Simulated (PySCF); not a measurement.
# C3H7NOSi: electronic excitations and core binding energies

Aim: predict the electronic excitations and core binding energies of C3H7NOSi (`C=N[C@@H]1OC[SiH2]1`).

The runs use PySCF 2.14.0, with density-fitted response routines of our own; the level of theory stands in each step. All values are computed, except where a source is named. Atoms are numbered from 0 throughout.

### Step 1. Starting geometry

13 atoms, charge 0, multiplicity 1; geometry from: GFN2-xTB.

Bonds of the start (Å): C0–N1 1.26, N1–C2 1.40, C2–O3 1.44, O3–C4 1.43, C4–Si5 1.92, Si5–C2 1.94, C0–H6 1.09, C0–H7 1.08, C2–H8 1.10, C4–H9 1.09, C4–H10 1.10, Si5–H11 1.46, Si5–H12 1.46.

### Step 2. Excited states and response: CAM-B3LYP/def2-SVPD

What the job is given:

```
{"job": {"kind": "uv", "xc": "CAM-B3LYP", "basis": "def2-SVPD", "nstates": 8, "ntriplets": 3}, "charge": 0, "multiplicity": 1}
C      1.858099    -1.229405     0.044286
N      1.508631    -0.256562    -0.669744
C      0.573267     0.700622    -0.244133
O      0.091287     0.610206     1.107469
C     -1.296730     0.293649     0.934723
Si    -1.201458     0.423359    -0.979484
H      1.507578    -1.403910     1.061817
H      2.562785    -1.933325    -0.372924
H      1.016387     1.687120    -0.418323
H     -1.907694     1.027974     1.467236
H     -1.516409    -0.695089     1.351352
H     -1.823666     1.597975    -1.582652
H     -1.376464    -0.822127    -1.717351
```

Method: TDDFT CAM-B3LYP/def2-SVPD, vertical, gas phase, core orbitals frozen in the response.

Run with:

```sh
$ OMP_NUM_THREADS=1 python probes_run.py task.json out
```

This one command runs all jobs of the session in turn.

Output:

```text
coarse grid: 11376 points
cycle   1  E = -537.3892868021  dE =  8.228e-01  |g| = 5.898e-01  |ddm| = 5.180e+00
cycle   2  E = -537.3495815954  dE =  3.971e-02  |g| = 7.872e-01  |ddm| = 1.987e+00
cycle   3  E = -537.4640674729  dE = -1.145e-01  |g| = 5.824e-02  |ddm| = 9.578e-01
cycle   4  E = -537.4646008396  dE = -5.334e-04  |g| = 3.479e-02  |ddm| = 1.465e-01
cycle   5  E = -537.4648471256  dE = -2.463e-04  |g| = 1.078e-02  |ddm| = 8.052e-02
cycle   6  E = -537.4648692542  dE = -2.213e-05  |g| = 3.457e-03  |ddm| = 1.984e-02
cycle   7  E = -537.4648722976  dE = -3.043e-06  |g| = 7.855e-04  |ddm| = 6.343e-03
final grid: 105360 points
cycle   8  E = -537.5509493980  dE = -2.292e-05  |g| = 3.427e-03  |ddm| = 4.594e-02
cycle   9  E = -537.5509487283  dE =  6.697e-07  |g| = 4.106e-03  |ddm| = 1.044e-02
cycle  10  E = -537.5509519484  dE = -3.220e-06  |g| = 5.056e-04  |ddm| = 4.583e-03
cycle  11  E = -537.5509519988  dE = -5.045e-08  |g| = 1.597e-04  |ddm| = 7.782e-04
cycle  12  E = -537.5509520045  dE = -5.723e-09  |g| = 5.457e-05  |ddm| = 3.043e-04
cycle  13  E = -537.5509520052  dE = -6.816e-10  |g| = 1.480e-05  |ddm| = 1.355e-04
converged SCF energy = -537.5509520052

Static polarisability (au): isotropic 72.805, principal 61.380 69.008 88.028

Singlet excitations
state   eV       nm        f      main configurations
  1   5.1227    242.0   0.00347   H->L+1 0.39, H->L 0.28, H-1->L+1 0.11
  2   6.2986    196.8   0.05936   H->L 0.62, H->L+1 0.14, H-1->L 0.13
  3   6.5641    188.9   0.00365   H-2->L 0.83
  4   6.6411    186.7   0.19355   H-1->L 0.49, H->L+1 0.28
  5   6.8514    181.0   0.03151   H->L+2 0.30, H-1->L+1 0.20, H-1->L 0.17
  6   6.9522    178.3   0.05238   H-1->L+1 0.42, H-2->L+1 0.37
  7   6.9869    177.5   0.00475   H-2->L+1 0.34, H->L+2 0.30, H-3->L 0.09
  8   7.2569    170.9   0.02576   H-3->L 0.40, H-2->L+1 0.15, H-1->L+2 0.15

Triplet excitations (Tamm-Dancoff, eV): 4.3564 4.6330 5.8625
```

It took 50 s on 1 thread of Arm Neoverse N1, shared host; peak memory 0.77 GiB.

Frontier orbitals and where they lie:

| orbital | eV | atoms |
| --- | --- | --- |
| HOMO−3 | -9.99 | O3 27 %, C4 26 %, Si5 15 % |
| HOMO−2 | -9.33 | O3 51 %, C4 10 %, C2 8 % |
| HOMO−1 | -8.98 | N1 28 %, C2 19 %, C0 17 % |
| HOMO | -8.67 | N1 38 %, O3 24 %, C0 11 % |
| LUMO | 0.50 | Si5 35 %, H11 10 %, C0 10 % |
| LUMO+1 | 0.95 | N1 22 %, C0 21 %, Si5 11 % |
| LUMO+2 | 1.25 | Si5 31 %, C0 12 %, H11 10 % |

With each of the 8 states as a Gaussian band of 0.4 eV half-width at 1/e, the curve within the window shown has maxima at 242 nm (ε 140), 186 nm (ε 11,000) L/(mol cm). Beyond the last state computed it falls off for lack of states. The curve at chosen wavelengths:

(nm, ε (L/mol/cm)): (164, 934), (168, 2210), (173, 4899), (177, 7707), (182, 10718), (186, 11495), (190, 10492), (195, 7710), (199, 5304), (204, 2906), (208, 1626), (212, 836), (217, 333), (221, 165), (226, 102), (230, 104), (234, 121), (239, 138), (243, 140), (248, 128), (252, 108), (256, 86), (261, 59), (265, 41), (270, 24), (274, 15)

Further results of this job:

| property | computed |
| --- | --- |
| dipole moment (D) | 1.94 |
| polarisability (Å³) | 10.79 |
| HOMO–LUMO gap (eV) | 9.17 |
| −ε(HOMO) (eV) | 8.67 |

### Step 3. Core-electron binding energies: SCAN, X2C

Settings changed since step 2:

```diff
@@ -1,2 +1,2 @@
-{"job": {"kind": "uv", "xc": "CAM-B3LYP", "basis": "def2-SVPD", "nstates": 8, "ntriplets": 3}, "charge": 0, "multiplicity": 1}
+{"job": {"kind": "xps"}, "charge": 0, "multiplicity": 1}
 C      1.858099    -1.229405     0.044286
```

Level: delta-SCF UKS SCAN, pcX-2 on the ionised atom, pcseg-1 elsewhere, spin-free X2C.

Output:

```text
ground state, core basis on atom 0 (C), 154 functions
  cycle   1  E = -538.36467081  |g| = 5.68e-01
  cycle   2  E = -538.20326692  |g| = 1.03e+00
  cycle   3  E = -538.43334217  |g| = 1.34e-01
  cycle   4  E = -538.43650555  |g| = 5.92e-02
  cycle   5  E = -538.43730797  |g| = 1.51e-02
  cycle   6  E = -538.43733604  |g| = 1.03e-02
  cycle   7  E = -538.43735877  |g| = 1.29e-03
  cycle   8  E = -538.43736304  |g| = 5.91e-04
  cycle   9  E = -538.43736189  |g| = 1.48e-04
  E(ground) = -538.48176257 Eh
hole in C 1s of atom 0
  cycle   1  E = -527.16594658  |g| = 1.50e+00
  cycle   2  E = -525.64367042  |g| = 2.14e+00
  cycle   3  E = -527.40323508  |g| = 8.36e-01
  cycle   4  E = -527.65534400  |g| = 4.61e-01
  cycle   5  E = -527.72868577  |g| = 1.82e-01
  cycle   6  E = -527.74163265  |g| = 6.14e-02
  cycle   7  E = -527.74363778  |g| = 1.20e-02
  cycle   8  E = -527.74371879  |g| = 8.91e-03
  cycle   9  E = -527.74377477  |g| = 4.06e-03
  cycle  10  E = -527.74379896  |g| = 2.75e-03
  cycle  11  E = -527.74380982  |g| = 1.37e-03
  cycle  12  E = -527.74381217  |g| = 5.88e-04
  cycle  13  E = -527.74381302  |g| = 2.02e-04
  E(ion) = -527.78667680 Eh   <S^2> = 0.7964   hole on atom = 1.000   binding energy = 291.028 eV
ground state, core basis on atom 1 (N), 154 functions
  cycle   1  E = -538.44822826  |g| = 7.64e-02
  cycle   2  E = -538.44768388  |g| = 5.60e-02
  cycle   3  E = -538.44756087  |g| = 6.07e-02
  cycle   4  E = -538.44838183  |g| = 8.69e-03
  cycle   5  E = -538.44840026  |g| = 1.17e-03
  cycle   6  E = -538.44839996  |g| = 4.84e-04
  E(ground) = -538.49142458 Eh
hole in N 1s of atom 1
  cycle   1  E = -522.86151752  |g| = 1.86e+00
  cycle   2  E = -520.36725895  |g| = 2.65e+00
  cycle   3  E = -523.11108764  |g| = 9.23e-01
  cycle   4  E = -523.48279436  |g| = 4.71e-01
  cycle   5  E = -523.55886831  |g| = 1.86e-01
  cycle   6  E = -523.57157912  |g| = 6.97e-02
  cycle   7  E = -523.57375642  |g| = 1.18e-02
  cycle   8  E = -523.57385414  |g| = 6.15e-03
  cycle   9  E = -523.57388278  |g| = 4.83e-03
  cycle  10  E = -523.57390385  |g| = 2.13e-03
  cycle  11  E = -523.57391450  |g| = 1.54e-03
  cycle  12  E = -523.57391899  |g| = 6.46e-04
  cycle  13  E = -523.57392034  |g| = 3.41e-04
  E(ion) = -523.61521335 Eh   <S^2> = 0.7956   hole on atom = 1.000   binding energy = 404.802 eV
ground state, core basis on atom 2 (C), 154 functions
  cycle   1  E = -538.44042863  |g| = 5.84e-02
  cycle   2  E = -538.44030653  |g| = 2.91e-02
  cycle   3  E = -538.44004130  |g| = 4.40e-02
  cycle   4  E = -538.44050650  |g| = 4.84e-03
  cycle   5  E = -538.44051055  |g| = 1.53e-03
  cycle   6  E = -538.44051137  |g| = 2.98e-04
  E(ground) = -538.48427556 Eh
hole in C 1s of atom 2
  cycle   1  E = -527.13259930  |g| = 1.52e+00
  cycle   2  E = -525.63025718  |g| = 2.35e+00
  cycle   3  E = -527.60863875  |g| = 4.84e-01
  cycle   4  E = -527.61761291  |g| = 4.54e-01
  cycle   5  E = -527.70698768  |g| = 1.09e-01
  cycle   6  E = -527.71162914  |g| = 3.01e-02
  cycle   7  E = -527.71207604  |g| = 1.17e-02
  cycle   8  E = -527.71213199  |g| = 7.47e-03
  cycle   9  E = -527.71216008  |g| = 2.50e-03
  cycle  10  E = -527.71216782  |g| = 1.10e-03
  cycle  11  E = -527.71216965  |g| = 4.90e-04
  E(ion) = -527.75414229 Eh   <S^2> = 0.7776   hole on atom = 1.000   binding energy = 291.982 eV
ground state, core basis on atom 3 (O), 154 functions
  cycle   1  E = -538.46523934  |g| = 9.36e-02
  cycle   2  E = -538.46494770  |g| = 4.67e-02
  cycle   3  E = -538.46457941  |g| = 6.48e-02
  cycle   4  E = -538.46534777  |g| = 5.58e-03
  cycle   5  E = -538.46535339  |g| = 1.62e-03
  cycle   6  E = -538.46535358  |g| = 3.24e-04
  E(ground) = -538.50765193 Eh
hole in O 1s of atom 3
  cycle   1  E = -517.86182541  |g| = 2.23e+00
  cycle   2  E = -516.71711404  |g| = 2.57e+00
  cycle   3  E = -518.46990921  |g| = 7.27e-01
  cycle   4  E = -518.57340584  |g| = 5.19e-01
  cycle   5  E = -518.68959276  |g| = 1.54e-01
  cycle   6  E = -518.69675304  |g| = 8.89e-02
  cycle   7  E = -518.70074329  |g| = 1.17e-02
  cycle   8  E = -518.70079392  |g| = 3.35e-03
  cycle   9  E = -518.70079876  |g| = 1.67e-03
  cycle  10  E = -518.70080092  |g| = 3.38e-04
  E(ion) = -518.74273620 Eh   <S^2> = 0.7643   hole on atom = 1.000   binding energy = 537.831 eV
ground state, core basis on atom 4 (C), 154 functions
  cycle   1  E = -538.43874691  |g| = 7.45e-02
  cycle   2  E = -538.43739376  |g| = 9.87e-02
  cycle   3  E = -538.43903506  |g| = 2.89e-02
  cycle   4  E = -538.43917294  |g| = 1.05e-02
  cycle   5  E = -538.43919846  |g| = 1.61e-03
  cycle   6  E = -538.43919660  |g| = 4.71e-04
  E(ground) = -538.48251811 Eh
hole in C 1s of atom 4
  cycle   1  E = -527.15557362  |g| = 1.51e+00
  cycle   2  E = -524.31940372  |g| = 2.58e+00
  cycle   3  E = -527.11989579  |g| = 1.15e+00
  cycle   4  E = -527.64738020  |g| = 4.53e-01
  cycle   5  E = -527.71201475  |g| = 2.09e-01
  cycle   6  E = -527.72786240  |g| = 6.17e-02
  cycle   7  E = -527.72980065  |g| = 1.69e-02
  cycle   8  E = -527.72988001  |g| = 1.37e-02
  cycle   9  E = -527.72997711  |g| = 3.57e-03
  cycle  10  E = -527.72998620  |g| = 2.35e-03
  cycle  11  E = -527.72999141  |g| = 9.90e-04
  cycle  12  E = -527.72999347  |g| = 2.77e-04
  E(ion) = -527.77232415 Eh   <S^2> = 0.7776   hole on atom = 1.000   binding energy = 291.439 eV
ground state, core basis on atom 5 (Si), 165 functions
  cycle   1  E = -538.52994393  |g| = 2.86e-01
  cycle   2  E = -538.52993438  |g| = 3.85e-02
  cycle   3  E = -538.52961431  |g| = 4.93e-02
  cycle   4  E = -538.53008270  |g| = 1.59e-02
  cycle   5  E = -538.53012949  |g| = 4.74e-03
  cycle   6  E = -538.53013460  |g| = 4.78e-04
  E(ground) = -538.53288468 Eh
hole in Si 1s of atom 5
  cycle   1  E = -469.59497908  |g| = 4.35e+00
  cycle   2  E = -468.38306238  |g| = 2.47e+00
  cycle   3  E = -466.78499560  |g| = 2.12e+00
  cycle   4  E = -470.46947281  |g| = 5.87e-01
  cycle   5  E = -470.57806317  |g| = 3.84e-01
  cycle   6  E = -470.65350287  |g| = 1.43e-01
  cycle   7  E = -470.66118645  |g| = 5.74e-02
  cycle   8  E = -470.66235122  |g| = 2.43e-02
  cycle   9  E = -470.66262597  |g| = 7.76e-03
  cycle  10  E = -470.66265111  |g| = 3.14e-03
  cycle  11  E = -470.66265698  |g| = 8.48e-04
  cycle  12  E = -470.66265884  |g| = 4.89e-04
  E(ion) = -470.67351715 Eh   <S^2> = 0.7533   hole on atom = 1.000   binding energy = 1846.547 eV
hole in Si 2p of atom 5
  cycle   1  E = -534.25150390  |g| = 1.24e+00
  cycle   2  E = -532.88956194  |g| = 1.61e+00
  cycle   3  E = -534.20509245  |g| = 8.05e-01
  cycle   4  E = -534.56370761  |g| = 1.55e-01
  cycle   5  E = -534.56617113  |g| = 1.84e-01
  cycle   6  E = -534.58176815  |g| = 5.22e-02
  cycle   7  E = -534.58285070  |g| = 1.97e-02
  cycle   8  E = -534.58300090  |g| = 7.05e-03
  cycle   9  E = -534.58302513  |g| = 1.66e-03
  cycle  10  E = -534.58302746  |g| = 1.06e-03
  cycle  11  E = -534.58302881  |g| = 6.88e-04
  cycle  12  E = -534.58303007  |g| = 3.19e-04
  E(ion) = -534.59755145 Eh   <S^2> = 0.7555   hole on atom = 1.002   binding energy = 107.086 eV
  2p3/2 = 106.860 eV   2p1/2 = 107.483 eV
```

Run time: 2.4 min. Hardware: 1 thread of Arm Neoverse N1, shared host; peak memory 0.67 GiB.

Binding energies by hole, beside the orbital energy of the ground state; the difference holds orbital relaxation and, for a density functional, its self-interaction error:

| hole | stands for | environment | ΔSCF (eV; 2p as the shell's mean) | −ε (eV) | ⟨S²⟩ |
| --- | --- | --- | --- | --- | --- |
| C1s on C0 | C0 | C=N carbon | 291.03 | 274.4 | 0.796 |
| N1s on N1 | N1 | imine nitrogen | 404.80 | 386.0 | 0.796 |
| C1s on C2 | C2 | sp3 CH bonded to N and O and Si | 291.98 | 275.3 | 0.778 |
| O1s on O3 | O3 | ether oxygen | 537.83 | 516.6 | 0.764 |
| C1s on C4 | C4 | sp3 CH2 bonded to O and Si | 291.44 | 274.7 | 0.778 |
| Si1s on Si5 | Si5 | silicon bonded to 2 C, 2 H, in a 4-membered ring | 1846.55 | 1793.6 | 0.753 |
| Si2p on Si5 | Si5 | silicon bonded to 2 C, 2 H, in a 4-membered ring | 107.07 | 96.5 | 0.755 |

With the spin-orbit splitting: Si5 2p3/2 106.86, 2p1/2 107.48 eV. The table gives each 2p level as the mean over the whole 2p shell (two parts 2p3/2, one part 2p1/2), which differs a little from the single hole in the log.

### Step 4. Outcome

| quantity | value |
| --- | --- |
| lowest singlet (CAM-B3LYP/def2-SVPD) | 5.12 eV (242 nm), f = 0.003 |
| brightest single state of those computed | state 4, 6.64 eV, f = 0.194 |
| lowest triplet | 4.36 eV |
| C1s binding energies, SCAN/pcX-2 | C2 291.98, C4 291.44, C0 291.03 eV |
| N1s binding energies, SCAN/pcX-2 | N1 404.80 eV |
| O1s binding energies, SCAN/pcX-2 | O3 537.83 eV |
| Si1s binding energies, SCAN/pcX-2 | Si5 1846.55 eV |
| Si2p binding energies, SCAN/pcX-2 | Si5 107.07 eV |

The first singlet state (HOMO→LUMO+1 0.39, HOMO→LUMO 0.28) lies at 5.12 eV and is weak; of the 8 states computed, the strongest absorption comes from state 4 at 6.64 eV. The lowest triplet lies 0.77 eV below the lowest singlet (triplets in Tamm-Dancoff, singlets in full TDDFT). C2 (sp3 CH bonded to N and O and Si) binds its C1s electron 0.95 eV more tightly than C0 (C=N carbon).
